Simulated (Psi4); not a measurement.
# InNH2Cl (SMILES [NH2][In][Cl]) at UCCSD/def2-SVP (core potential)

What is the vertical ionisation energy of InNH2Cl at UCCSD/def2-SVP (core potential)? 

The results are computed with Psi4 1.11.

9 further runs of the same task are left out: 9 that didn't finish.

### Step 1. The molecule

InNH2Cl: 5 atoms, total charge 0, spin state doublet. SMILES: `[NH2][In][Cl]`. The shape is that of a PBE0-D4/def2-TZVP optimisation. This is one conformer, not always the lowest.

Bond lengths: N1–In2 2.072 Å, In2–Cl3 2.369 Å, N1–H4 1.015 Å, N1–H5 1.017 Å. Angles: N1–In2–Cl3 113.1°, In2–N1–H4 113.0°, In2–N1–H5 110.3°, H4–N1–H5 107.4°.

### Step 2. The energy at UCCSD/def2-SVP (core potential)

run.py

```python
import psi4

psi4.set_memory(2200000000)
psi4.set_num_threads(1)
psi4.set_output_file('clh2inn.out', False)

geom = psi4.geometry("""
0 2
N
In 1 2.072358
Cl 2 2.369007 1 113.1207
H 1 1.014642 2 113.009 3 -164.07964
H 1 1.017033 4 107.38364 2 -121.86895
symmetry c1
""")

options = {'reference': 'uhf', 'puream': True, 'e_convergence': 1e-09, 'd_convergence': 1e-08, 'scf_type': 'pk', 'num_frozen_docc': 10, 'maxiter': 100}
psi4.set_options(options)

result, w = psi4.energy("ccsd/def2-SVP", molecule=geom, return_wfn=True)
print(f'ccsd/def2-SVP energy: {result:.10f} Eh')
```

Command:

```
$ python run.py
```

clh2inn.out:

```text
[...]
    !!!  WARNING: ECP capability is in beta. Please check occupations closely.  !!!
[...]
  Running in c1 symmetry.
[...]
  Nuclear repulsion =  154.716506523154180
[...]
  Multiplicity = 2
[...]
  Nalpha       = 24
  Nbeta        = 23
[...]
    Number of basis functions: 68
[...]
   @UHF iter   1:  -703.99667513387249   -1.56090e+00   8.35426e-03 DIIS/ADIIS
[...]
   @UHF iter  17:  -704.17456300015988   -2.50111e-12   5.05082e-09 DIIS
[...]
   @S^2 Observed:                7.704486317E-01
[...]
    Orbital Energies [Eh]
    ---------------------
    Alpha Occupied:
       1A   -104.745952     2A    -15.552357     3A    -10.507932
       4A     -7.984026     5A     -7.979918     6A     -7.979864
       7A     -5.409211     8A     -3.667275     9A     -3.663854
      10A     -3.659847    11A     -1.123916    12A     -1.077923
      13A     -1.052059    14A     -1.049583    15A     -1.048655
      16A     -1.032721    17A     -1.004929    18A     -0.633944
      19A     -0.568739    20A     -0.482348    21A     -0.434780
      22A     -0.429105    23A     -0.419872    24A     -0.325575
    Alpha Virtual:
      25A      0.031949    26A      0.100786    27A      0.115649
[...]
  @UHF Final Energy:  -704.17456300015988
   => Energetics <=
    Nuclear Repulsion Energy =            154.7165065231541803
    One-Electron Energy =               -1354.6589761011355222
    Two-Electron Energy =                 495.7679065778213499
    Total Energy =                       -704.1745630001598784
  UHF NO Occupations:
  HONO-2 :   22  A 1.9991145
  HONO-1 :   23  A 1.9913654
[...]
 Multipole Moments:
 ------------------------------------------------------------------------------------
     Multipole            Electronic (a.u.)      Nuclear  (a.u.)        Total (a.u.)
 ------------------------------------------------------------------------------------
 L = 1.  Multiply by 2.5417464519 to convert [e a0] to [Debye]
 Dipole X            :         -0.7564020            1.2383142            0.4819121
 Dipole Y            :         30.2538681          -28.9179590            1.3359091
 Dipole Z            :          5.7091934           -6.0162438           -0.3070504
 Magnitude           :                                                    1.4529874
[...]
      * MP2 total energy                      = -704.547642051404523
[...]
      * CCSD total energy                     = -704.575696716858943
```

On the terminal:

```text
ccsd/def2-SVP energy: -704.5756967169 Eh
```

It took 63 s on 1 thread of Intel Xeon at 2.50GHz (Skylake/Cascade Lake), shared host; peak memory 0.33 GiB.

### Step 3. The singlet cation at the same level

clh2inn.dat

```
memory 2200 MB

molecule geom {
  1 1
  N
  In 1 R2
  Cl 2 R3 1 A3
  H 1 R4 2 A4 3 D4
  H 1 R5 4 A5 2 D5

  R2 = 2.072358
  R3 = 2.369007
  A3 = 113.1207
  R4 = 1.014642
  A4 = 113.009
  D4 = -164.07964
  R5 = 1.017033
  A5 = 107.38364
  D5 = -121.86895
  symmetry c1
  no_reorient
  no_com
}

set {
  basis def2-SVP
  reference rhf
  puream true
  e_convergence 1e-09
  d_convergence 1e-08
  scf_type pk
  num_frozen_docc 10
}

energy("ccsd")
```

Command:

```
$ psi4 -i clh2inn.dat -o clh2inn.out -n 1
```

clh2inn.out:

```text
[...]
    !!!  WARNING: ECP capability is in beta. Please check occupations closely.  !!!
[...]
  Running in c1 symmetry.
[...]
  Nuclear repulsion =  154.716506523154180
[...]
  Multiplicity = 1
[...]
  Nalpha       = 23
  Nbeta        = 23
[...]
    Number of basis functions: 68
[...]
   @RHF iter   1:  -703.67326131390757   -1.17464e+00   7.82295e-03 DIIS/ADIIS
[...]
   @RHF iter  14:  -703.87187854800811   -1.12550e-11   7.40958e-09 DIIS
[...]
    Orbital Energies [Eh]
    ---------------------
    Doubly Occupied:
       1A   -104.975422     2A    -15.791746     3A    -10.735156
       4A     -8.209437     5A     -8.206592     6A     -8.206538
       7A     -5.682571     8A     -3.940801     9A     -3.939847
      10A     -3.933677    11A     -1.356350    12A     -1.333909
      13A     -1.326220    14A     -1.323755    15A     -1.319326
      16A     -1.279135    17A     -1.225116    18A     -0.852479
      19A     -0.768564    20A     -0.679354    21A     -0.635700
      22A     -0.632794    23A     -0.606577
[...]
  @RHF Final Energy:  -703.87187854800811
   => Energetics <=
    Nuclear Repulsion Energy =            154.7165065231541803
    One-Electron Energy =               -1343.2546412259457611
    Two-Electron Energy =                 484.6662561547833548
    Total Energy =                       -703.8718785480081124
[...]
 Multipole Moments:
 ------------------------------------------------------------------------------------
     Multipole            Electronic (a.u.)      Nuclear  (a.u.)        Total (a.u.)
 ------------------------------------------------------------------------------------
 L = 1.  Multiply by 2.5417464519 to convert [e a0] to [Debye]
 Dipole X            :         -0.8161349            1.2383142            0.4221792
 Dipole Y            :         31.0578497          -28.9179590            2.1398907
 Dipole Z            :          5.7350084           -6.0162438           -0.2812354
 Magnitude           :                                                    2.1991955
[...]
      * MP2 total energy                      = -704.253078542877688
[...]
      * CCSD total energy                     = -704.279715721212597
[...]
```

It took 41 s on 1 thread of Intel Xeon at 2.50GHz (Skylake/Cascade Lake), shared host; peak memory 0.33 GiB.

### Step 4. Outcome

At UCCSD/def2-SVP (core potential), 10 core orbitals frozen:

```
                                                                   quantity          value
                                              doublet InNH2Cl: total energy  -704.57570 Eh
doublet InNH2Cl: HOMO energy (Hartree–Fock orbitals) (highest over α and β)       -8.86 eV
 doublet InNH2Cl: LUMO energy (Hartree–Fock orbitals) (lowest over α and β)       -0.06 eV
              doublet InNH2Cl: correlation energy (10 core orbitals frozen)     -401.1 mEh
                         doublet InNH2Cl: ⟨S²⟩ of the reference determinant          0.770
                                             doublet InNH2Cl: T1 diagnostic          0.023
                                               singlet cation: total energy  -704.27972 Eh
                        singlet cation: HOMO energy (Hartree–Fock orbitals)      -16.51 eV
                        singlet cation: LUMO energy (Hartree–Fock orbitals)       -7.56 eV
                      singlet cation: HOMO–LUMO gap (Hartree–Fock orbitals)        8.94 eV
               singlet cation: correlation energy (10 core orbitals frozen)     -407.8 mEh
                                              singlet cation: T1 diagnostic          0.023
                         vertical ionisation energy (to the singlet cation)       8.054 eV
```

Removing an electron at fixed nuclei costs 8.05 eV (777 kJ/mol). Only the singlet of the ionised species was computed; a triplet could lie lower. The T1 diagnostic (singlet cation) of 0.023 is above the customary mark for such species, so a single reference may not serve.
